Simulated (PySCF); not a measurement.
**HBr⁺ at other levels of theory**

Starting from one script, swap the method and compare what comes out for HBr⁺.

Program: PySCF 2.14.0. Level of theory: each script names its method and basis. These are calculated values, not measurements.

3 further runs of the same task are left out: 3 that didn't finish.

### Step 1. Starting geometry

HBr⁺: 2 atoms, charge 1, spin multiplicity 2.

Bond lengths: H1–Br2 1.535 Å.

### Step 2. The run that the others are compared with

File input.py:

```python
from pyscf import gto, dft

mol = gto.M(
    atom='H 0 0 0; Br 0 0 1.535',
    basis='cc-pvtz-dk',
    charge=1,
    spin=1,
    verbose=4,
)
mf = dft.UKS(mol, xc='o3lyp')
mf = mf.sfx2c1e()
mf.kernel()
mf.analyze()
print('orbital energies (hartree):', [e[max(0, n-3):n+3].round(4) for e, n in zip(mf.mo_energy, mol.nelec)])
```

The run is started by

```sh
> OMP_NUM_THREADS=1 python input.py
```

The log of this run is left out.

It gives: E(SCF) = -2606.974922 Eh, 10 cycles, ⟨S²⟩ = 0.754.

The bond length is a typed value, not an optimised one. The dipole of an ion depends on the origin.

### Step 3. SCF alone

Edit 1 changes step after the SCF: analyze → none.

File input.py:

```python
from pyscf import gto, dft

mol = gto.M(
    atom='H 0 0 0; Br 0 0 1.535',
    basis='cc-pvtz-dk',
    charge=1,
    spin=1,
    verbose=4,
)
mf = dft.UKS(mol, xc='o3lyp')
mf = mf.sfx2c1e()
mf.kernel()
mf.dip_moment()
print('orbital energies (hartree):', [e[max(0, n-3):n+3].round(4) for e, n in zip(mf.mo_energy, mol.nelec)])
```

The run is started by

```sh
> OMP_NUM_THREADS=1 python input.py
```

### Step 4. Gradient

Edit 2 changes step after the SCF: analyze → gradient.

Edit input.py of step 2 so:

```diff
@@ -12,3 +12,6 @@
 mf.kernel()
-mf.analyze()
+g = mf.nuc_grad_method()
+g.grid_response = True
+g.kernel()
+mf.dip_moment()
 print('orbital energies (hartree):', [e[max(0, n-3):n+3].round(4) for e, n in zip(mf.mo_energy, mol.nelec)])
```

### Step 5. Blyp

Edit 3 changes functional: o3lyp → blyp.

Edit input.py of step 2 so:

```diff
@@ -9,3 +9,3 @@
 )
-mf = dft.UKS(mol, xc='o3lyp')
+mf = dft.UKS(mol, xc='blyp')
 mf = mf.sfx2c1e()
```

### Step 6. CASSCF (ROHF)

Edit 4 changes step after the SCF: analyze → casscf; SCF type: UKS → ROHF; functional: o3lyp → none (Hartree–Fock); active space: none → 5 electrons in 6 orbitals.

File input.py:

```python
from pyscf import gto, scf, mcscf

mol = gto.M(
    atom='H 0 0 0; Br 0 0 1.535',
    basis='cc-pvtz-dk',
    charge=1,
    spin=1,
    verbose=4,
)
mf = scf.ROHF(mol)
mf = mf.sfx2c1e()
mf.kernel()
mc = mcscf.CASSCF(mf, 6, 5)
mc.kernel()
mc.analyze()
mf.dip_moment()
print('orbital energies (hartree):', mf.mo_energy[..., max(0, mol.nelec[1]-3):mol.nelec[0]+3].round(4))
```

**Question.** What will these runs give? Wanted: for each run, E(SCF); from base; gap, α spin; after the SCF.

The runs gave:

```tsv
run	E(SCF) (hartree)	from base (eV)	cycles	gap, α spin (eV)	after the SCF
base	-2606.974922	0	10	7.76	n/a
SCF alone	-2606.974922	0.0000	10	7.76	n/a
gradient	-2606.974922	0.0000	10	7.76	n/a
blyp	-2606.537805	not comparable	13	6.46	n/a
CASSCF (ROHF)	-2604.635358	not comparable	9	n/a	CASSCF correlation -1.133 eV
```

In words: The α-spin gap between the frontier levels is 6.5 eV with blyp (0 % exact exchange) and 7.8 eV with o3lyp (12 %). A lower total energy from another functional means nothing by itself. The dearest run is “CASSCF (ROHF)”, at 13 s against 3.8 s.
